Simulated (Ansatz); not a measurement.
# LuSi2: one contact scaled

One table from this session's results is given with a row withheld; the runs are named, their logs left out.

Computed with Ansatz 0.2.0 (DFT PBEsol, with the methods named in each step, unless a step's input says otherwise).

**Starting point**

The structure is hexagonal, space group P6/mmm (No. 191). The conventional cell has a = 4.089 Å, b = 4.089 Å, c = 3.796 Å, α = 90.00°, β = 90.00°, γ = 120.00°. Around Lu (site symmetry 6/mmm) lie 12 Si at 3.03 Å. Si (site symmetry -6m2) is surrounded by 3 Si at 2.36 Å and 6 Lu at 3.03 Å.

Coordinates:

```cif
data_structure
_symmetry_space_group_name_H-M 'P 1'
_symmetry_Int_Tables_number 1
_cell_length_a 4.0893
_cell_length_b 4.0893
_cell_length_c 3.7962
_cell_angle_alpha 90.000
_cell_angle_beta 90.000
_cell_angle_gamma 120.000
_cell_volume 54.98
loop_
_atom_site_label
_atom_site_type_symbol
_atom_site_fract_x
_atom_site_fract_y
_atom_site_fract_z
_atom_site_occupancy
Lu1 Lu 0.00000 0.00000 0.00000 1
Si1 Si 0.33333 0.66667 0.50000 1
Si2 Si 0.66667 0.33333 0.50000 1
```

Atoms are numbered in the order of the input: Lu1, Si2, Si3.

The first run:

File input.yaml:

```yaml
crystal:
  lattice:
    - [4.0893360604, 0.0, 0.0]
    - [-2.0446680302, 3.5414689129, 0.0]
    - [0.0, 0.0, 3.796218]
  atoms:
    - { symbol: Lu, position: [0.0, 0.0, 0.0] }
    - { symbol: Si, position: [0.3333333333, 0.6666666667, 0.5] }
    - { symbol: Si, position: [0.6666666667, 0.3333333333, 0.5] }
kpoints:
  mp_grid: { grid: [9, 9, 8] }
scf:
  occupations: { method: fermi_dirac, width: 0.05 }
hamiltonian:
  xc: pbesol
  pseudopotentials: { kind: paw }
output:
  forces: true
  stress: true
  eigenvalues: true
  efg: { contact_densities: true }
  populations: true
```

Run with:

```sh
> ansatz run input.yaml --threads 1 --pin off --max-ram 3072MiB --backend cpu --events-out ev --progress --plain --runs-dir out
```

Among the steps run: Shortest bond scaled by 1, PAW; Shortest bond scaled by 0.94, PAW; Shortest bond scaled by 0.88, PAW; Shortest bond scaled by 0.76, PAW; Shortest bond scaled by 0.7, PAW; Shortest bond scaled by 0.7, PAW (level accurate).

One table of the session follows, with a row left open; its other results are not shown here.

```
              method  length (Å)  F from the given length (eV/cell)  force along the bond (eV/Å)  pressure (GPa)  largest force (eV/Å)
                 PAW       1.653                              5.489                       24.935           30.67                24.935
                 PAW       1.794                              2.764                       14.340           16.11                14.340
                 PAW       2.078                              0.442                        3.747            0.52                 3.747
                 PAW       2.219                                  ?                            ?               ?                     ?
                 PAW       2.361                              0.000                        0.000           -3.58                 0.000
PAW (level accurate)       1.653                                  –                       24.833           30.53                24.833
```

Estimate the missing values for PAW, 2.219.

As computed: F from the given length (eV/cell): 0.092; force along the bond (eV/Å): 1.408; pressure (GPa): -2.53; largest force (eV/Å): 1.408.

To keep in mind: Warnings in the runs' records: gradients without spin orbit, written density without core change.
